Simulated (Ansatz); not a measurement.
# O32Mg26Ca6: the cost of one run

Program: Ansatz 0.2.0, PAW, plane waves. These are calculated values, not measurements.

**1. The system as built**

64 atoms (32 O, 26 Mg, 6 Ca); a = 8.639 Å, b = 8.639 Å, c = 8.639 Å, α = 90.00°, β = 90.00°, γ = 90.00°. All atoms were shaken off their sites by about 0.02 Å along each axis.

Steps to follow: (2) PBEsol cell relaxation at the single k point (¼, ¼, ¼), on 1 × NVIDIA H100 80GB HBM3 with 2 threads of AMD EPYC 7R13; (3) r²SCAN single point at the single k point (¼, ¼, ¼), on 1 × NVIDIA H100 80GB HBM3 with 2 threads of AMD EPYC 7R13.

**2. Relaxing cell and atoms with PBEsol**

The input, in.yaml:

```yaml
crystal:
  lattice:
    - [8.639022, 0.000000, 0.000000]
    - [0.000000, 8.639022, 0.000000]
    - [0.000000, 0.000000, 8.639022]
  atoms:
    - { symbol: O, position: [0.250543, 0.000612, 0.998733] }
    - { symbol: O, position: [0.249442, 0.004703, 0.497733] }
    - { symbol: O, position: [0.250733, 0.496608, 0.004107] }
    - { symbol: O, position: [0.248621, 0.499390, 0.498544] }
    - { symbol: O, position: [0.752115, 0.999001, 0.994879] }
    - { symbol: O, position: [0.750354, 0.999193, 0.499310] }
    - { symbol: O, position: [0.748699, 0.500295, 0.998333] }
    - { symbol: O, position: [0.754251, 0.496831, 0.500863] }
    - { symbol: O, position: [0.002768, 0.253276, 0.000461] }
    - { symbol: O, position: [0.997260, 0.245872, 0.498802] }
    - { symbol: O, position: [0.999675, 0.749463, 0.000167] }
    - { symbol: O, position: [0.005963, 0.750378, 0.500953] }
    - { symbol: O, position: [0.498643, 0.249053, 0.001995] }
    - { symbol: O, position: [0.500744, 0.252785, 0.504075] }
    - { symbol: O, position: [0.499775, 0.749301, 0.998792] }
    - { symbol: O, position: [0.502512, 0.749860, 0.500308] }
    - { symbol: O, position: [0.999776, 0.001184, 0.250795] }
    - { symbol: O, position: [0.000234, 0.998427, 0.751777] }
    - { symbol: O, position: [0.998058, 0.503758, 0.249977] }
    - { symbol: O, position: [0.997248, 0.498593, 0.749045] }
    - { symbol: O, position: [0.502823, 0.998649, 0.251461] }
    - { symbol: O, position: [0.500196, 0.002793, 0.749916] }
    - { symbol: O, position: [0.496513, 0.501575, 0.249082] }
    - { symbol: O, position: [0.503025, 0.504458, 0.753967] }
    - { symbol: O, position: [0.253027, 0.253729, 0.246460] }
    - { symbol: O, position: [0.252414, 0.248641, 0.750874] }
    - { symbol: O, position: [0.247740, 0.745518, 0.248922] }
    - { symbol: O, position: [0.251281, 0.754371, 0.747515] }
    - { symbol: O, position: [0.751165, 0.252421, 0.246782] }
    - { symbol: O, position: [0.749968, 0.249905, 0.750030] }
    - { symbol: O, position: [0.748424, 0.749134, 0.248885] }
    - { symbol: O, position: [0.749346, 0.752184, 0.749820] }
    - { symbol: Mg, position: [0.001940, 0.999082, 0.998787] }
    - { symbol: Mg, position: [0.001609, 0.500003, 0.999005] }
    - { symbol: Mg, position: [0.000412, 0.503157, 0.499528] }
    - { symbol: Mg, position: [0.501386, 0.998011, 0.003263] }
    - { symbol: Mg, position: [0.497961, 0.998699, 0.499135] }
    - { symbol: Mg, position: [0.497448, 0.497996, 0.998937] }
    - { symbol: Mg, position: [0.498006, 0.498856, 0.495487] }
    - { symbol: Mg, position: [0.250075, 0.751733, 0.998128] }
    - { symbol: Mg, position: [0.250400, 0.747486, 0.500144] }
    - { symbol: Mg, position: [0.751635, 0.250776, 0.501425] }
    - { symbol: Mg, position: [0.752405, 0.748791, 0.000502] }
    - { symbol: Mg, position: [0.749863, 0.745691, 0.501262] }
    - { symbol: Mg, position: [0.251815, 0.001235, 0.247054] }
    - { symbol: Mg, position: [0.250081, 0.000395, 0.750404] }
    - { symbol: Mg, position: [0.251033, 0.498588, 0.747159] }
    - { symbol: Mg, position: [0.750803, 0.002226, 0.247665] }
    - { symbol: Mg, position: [0.749676, 0.997886, 0.751243] }
    - { symbol: Mg, position: [0.746490, 0.502814, 0.247988] }
    - { symbol: Mg, position: [0.996544, 0.250313, 0.247684] }
    - { symbol: Mg, position: [0.001404, 0.249648, 0.752949] }
    - { symbol: Mg, position: [0.996131, 0.751282, 0.252318] }
    - { symbol: Mg, position: [0.999693, 0.753233, 0.749543] }
    - { symbol: Mg, position: [0.498234, 0.252389, 0.246807] }
    - { symbol: Mg, position: [0.502101, 0.246990, 0.751214] }
    - { symbol: Mg, position: [0.499888, 0.751530, 0.248253] }
    - { symbol: Mg, position: [0.504335, 0.749998, 0.749193] }
    - { symbol: Ca, position: [0.996798, 0.002291, 0.496242] }
    - { symbol: Ca, position: [0.249834, 0.247646, 0.004637] }
    - { symbol: Ca, position: [0.251865, 0.254093, 0.498540] }
    - { symbol: Ca, position: [0.746724, 0.248669, 0.003149] }
    - { symbol: Ca, position: [0.246831, 0.504516, 0.254118] }
    - { symbol: Ca, position: [0.751663, 0.501053, 0.747807] }
  symmetry: { detect: false }
kpoints:
  mp_grid: { grid: [1, 1, 1], shift: [0.25, 0.25, 0.25] }
hamiltonian:
  xc: pbesol
scf:
  occupations: { method: fermi_dirac, width: 0.01 }
relax:
  f_tol: 0.03
  max_steps: 80
  escape_saddle: false
  adjacent_minimum: "off"
  cell: { fix: [shape] }
output:
  forces: true
  eigenvalues: true
  populations: true
  write_density: true
  write_potential: true
  elf: true
  volumetric_format: npy
```

Launch:

```
ansatz run in.yaml --threads 2 --pin off --max-ram 20900MiB --runs-dir r --events-out ev --progress --plain --backend cuda --devices 0, --max-vram 18GiB
```

Q: Estimate wall time and peak memory on 1 × NVIDIA H100 80GB HBM3 with 2 threads of AMD EPYC 7R13, shared host.

About 11 s, with a peak of 1.4 GiB on the host.
